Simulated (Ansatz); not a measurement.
# C2H11NSi: the cost of one run

Program: Ansatz 0.2.0. Level of theory: UKS BHLYP/STO-3G. These are calculated values, not measurements.

**1. The structure to begin with**

Bond lengths: Si1–N2 2.122 Å, Si1–C3 1.926 Å, Si1–C4 1.895 Å, Si1–H5 1.466 Å, N2–H8 1.011 Å, N2–H9 1.014 Å, C3–H10 1.088 Å, C3–H11 1.088 Å, C3–H12 1.088 Å, C4–H13 1.085 Å, C4–H14 1.084 Å, C4–H15 1.085 Å. Angles (14 of 21 angles, heavy atoms first): N2–Si1–C3 93.8°, N2–Si1–C4 108.2°, C3–Si1–C4 104.8°, Si1–N2–H8 113.1°, Si1–N2–H9 117.9°, N2–Si1–H5 124.6°, C3–Si1–H5 101.3°, C4–Si1–H5 118.4°, Si1–C3–H10 111.2°, Si1–C3–H11 111.7°, Si1–C3–H12 112.4°, Si1–C4–H13 110.4°, Si1–C4–H14 111.9°, Si1–C4–H15 111.4°.

As a file:

```xyz
15

Si    0.2567    0.5672   -0.0793
N     1.2708   -1.2163    0.4612
C    -0.4418   -0.1733   -1.7148
C    -1.2538    0.7536    1.0502
H     0.9147    1.7817   -0.5707
H     1.6517   -0.2656    1.3358
H     1.4066    0.6844    1.4014
H     1.9572   -1.5051   -0.2232
H     0.7109   -2.0318    0.6821
H    -1.0647    0.5486   -2.2396
H     0.3545   -0.4601   -2.3983
H    -1.0521   -1.0572   -1.5431
H    -2.1112    1.0985    0.4818
H    -1.0766    1.4670    1.8465
H    -1.5228   -0.1917    1.5101
```

**2. Run 1**

150 steps of 0.5 fs at constant energy, with velocities drawn for 1000 K.

Input file input.yaml:

```yaml
crystal:
  periodic: [false, false, false]
  atoms:
    - { symbol: Si, position_ang: [0.2567, 0.5672, -0.0793] }
    - { symbol: "N", position_ang: [1.2708, -1.2163, 0.4612] }
    - { symbol: C, position_ang: [-0.4418, -0.1733, -1.7148] }
    - { symbol: C, position_ang: [-1.2538, 0.7536, 1.0502] }
    - { symbol: H, position_ang: [0.9147, 1.7817, -0.5707] }
    - { symbol: H, position_ang: [1.6517, -0.2656, 1.3358] }
    - { symbol: H, position_ang: [1.4066, 0.6844, 1.4014] }
    - { symbol: H, position_ang: [1.9572, -1.5051, -0.2232] }
    - { symbol: H, position_ang: [0.7109, -2.0318, 0.6821] }
    - { symbol: H, position_ang: [-1.0647, 0.5486, -2.2396] }
    - { symbol: H, position_ang: [0.3545, -0.4601, -2.3983] }
    - { symbol: H, position_ang: [-1.0521, -1.0572, -1.5431] }
    - { symbol: H, position_ang: [-2.1112, 1.0985, 0.4818] }
    - { symbol: H, position_ang: [-1.0766, 1.467, 1.8465] }
    - { symbol: H, position_ang: [-1.5228, -0.1917, 1.5101] }
magnetization:
  spin_polarized: true
basis:
  gaussian: { orbitals: STO-3G }
hamiltonian:
  xc: { name: BHLYP }
md:
  timestep: 0.5
  n_steps: 150
  ensemble: nve
  temperature: 1000.0
  initial_velocities: maxwell_boltzmann
  seed: 515807
```

On the command line:

```
ansatz run input.yaml --threads 1 --pin off --max-ram 2048MiB --backend cpu --events-out ev --progress --plain --runs-dir out
```

**Question.** How long does this run take on 1 thread of Arm Neoverse N1, shared host, and how much memory does it need?

About 14 min, with a peak of 0.13 GiB.
